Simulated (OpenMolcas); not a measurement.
# Dy²⁺ among point charges: CASSCF levels and susceptibility

Aim: the splitting of the states of Dy²⁺ in the field of 12 point charges, its lowest levels with spin-orbit coupling and its magnetic susceptibility.

Method: state-averaged CASSCF, spin-orbit coupling by RASSI with atomic mean-field integrals. Code: OpenMolcas 26.06.

### 1 The atom as given

```
Species                           : Dy²⁺ (dysprosium, Z = 66, 64 electrons)
Basis                             : ANO-RCC-VDZP [7s6p4d2f1g], 68 functions
Scalar Hamiltonian                : DKH2, point nucleus
Inactive shells                   : 1s 2s 2p 3s 3p 3d 4s 4p 4d 5s 5p
Active space                      : 10 electrons in 7 orbitals (4f)
Some configurations of this space : 4f10
Orbitals                          : optimised for the highest spin of each parity, averaged over all roots
```

Outer shells as boxes (Hund's rule):

4f10
```
4f [↑↓][↑↓][↑↓][↑ ][↑ ][↑ ][↑ ]
```

The ion sits among 12 point charges of -2 e arranged as a cuboctahedron (Oh), 2.81 Å from the ion.

Each step is its own input file, run in one work folder so that later steps find the files of earlier ones. Labels, J, g values, rates, χT and fits are worked out afterwards by a script from the matrices that RASSI stores. The input lists half of the charges; inversion (Group=XYZ) makes the rest.

### 2 GATEWAY and SEWARD: basis and integrals

a.inp reads:

```
&GATEWAY
Coord
1

Dy 0.0 0.0 0.0
Basis=ANO-RCC-VDZP
Group=XYZ
NoMove
AngMom=0.0 0.0 0.0
AMFI
XField
6 Angstrom 0
1.986970 1.986970 0.000000 -2.000000
1.986970 -1.986970 0.000000 -2.000000
0.000000 1.986970 1.986970 -2.000000
0.000000 1.986970 -1.986970 -2.000000
1.986970 0.000000 1.986970 -2.000000
1.986970 0.000000 -1.986970 -2.000000
&SEWARD
```

The run is started by

```bash
> OMP_NUM_THREADS=1 MOLCAS_MEM=2252 MOLCAS_PROJECT=a pymolcas a.inp > a.log
```

### 3 CASSCF: quintets of even parity, 35 roots

a.inp reads:

```
&RASSCF
FileOrb=start.orb
Symmetry=1
Spin=5
nActEl=10 0 0
Inactive=15 12
Ras2=0 7
CIRoot=35 35 1
SDav=35
CIMx=300
Iter=120 100
PrWF=0.3
OrbListing=Nothing
MaxOrb=0
>>> COPY $Project.JobIph JOB001
```

start.orb holds the contracted functions of the basis, ordered by shell, or the orbitals of the step before.

### 4 CASSCF: triplets of even parity, 162 roots

a.inp reads:

```
&RASSCF
FileOrb=start.orb
Symmetry=1
Spin=3
nActEl=10 0 0
Inactive=15 12
Ras2=0 7
CIRoot=162 162 1
SDav=210
CIMx=300
Iter=120 100
PrWF=0.3
OrbListing=Nothing
MaxOrb=0
CIOnly
>>> COPY $Project.JobIph JOB002
```

### 5 Reference wave functions, singlets of even parity, 162 roots

a.inp reads:

```
&RASSCF
FileOrb=start.orb
Symmetry=1
Spin=1
nActEl=10 0 0
Inactive=15 12
Ras2=0 7
CIRoot=162 162 1
SDav=196
CIMx=300
Iter=120 100
PrWF=0.3
OrbListing=Nothing
MaxOrb=0
CIOnly
>>> COPY $Project.JobIph JOB003
```

### 6 RASSI: spin-orbit coupling between the states

a.inp reads:

```
&RASSI
NrOfJobIphs=3 32 106 31
1 2 3 4 5 6 7 8 9 10 11 12 13 14 15 16 17 18 19 20 21 22 23 24 25 26 27
28 29 30 31 32
1 2 3 4 5 6 7 8 9 10 11 12 13 14 15 16 17 18 19 20 21 22 23 24 25 26 27
28 29 30 31 32 33 34 35 36 37 38 39 40 41 42 43 44 45 46 47 48 49 50 51
52 53 54 55 56 57 58 59 60 61 62 63 64 65 66 67 68 69 70 71 72 73 74 75
76 77 78 79 80 81 82 83 84 85 86 87 88 89 90 91 92 93 94 95 96 97 98 99
100 101 102 103 104 105 106
1 2 3 4 5 6 7 8 9 10 11 12 13 14 15 16 17 18 19 20 21 22 23 24 25 26 27
28 29 30 31
IphNames
JOB001
JOB002
JOB003
EJob
SpinOrbit
DIPRint=1.0
SOCoupling=1000.0
Subsets=2
Property=9
'ANGMOM' 1 'ANGMOM' 2 'ANGMOM' 3 'MLTPL  1' 1 'MLTPL  1' 2 'MLTPL  1' 3
'AMFI' 1 'AMFI' 2 'AMFI' 3
SOProperty=3
'ANGMOM' 1 'ANGMOM' 2 'ANGMOM' 3
```

Q: Predict the outcome of this session. Wanted: spin-free ground state; first state of the same spin within the active space; lowest level; next level.

**Answer**, as computed:

| quantity | value |
| --- | --- |
| method | CASSCF |
| spin-free ground state | 5T2, 3-fold in its orbital part |
| first state of the same spin within the active space | 5A1 at 49.7 cm⁻¹ |
| lowest level | 3-fold T2 |
| next level | 18.7 cm⁻¹ |
| χT at 300 K | 13.94 cm³ K/mol |
| effective moment at 300 K | 10.56 μB |

In words: The spin-free ground state (5T2) comes to 100 % from free-ion I terms and keeps the highest spin of the shell. The triplets, singlets rest on orbitals optimised for another spin in at least one step, which raises them against the optimised states. Not all states of the active space went into the spin-orbit step. High states of lower spin are left out of the spin-orbit mixing, and CASSCF puts spin-flip levels too high. This is an electrostatic model: the charges have no orbitals.
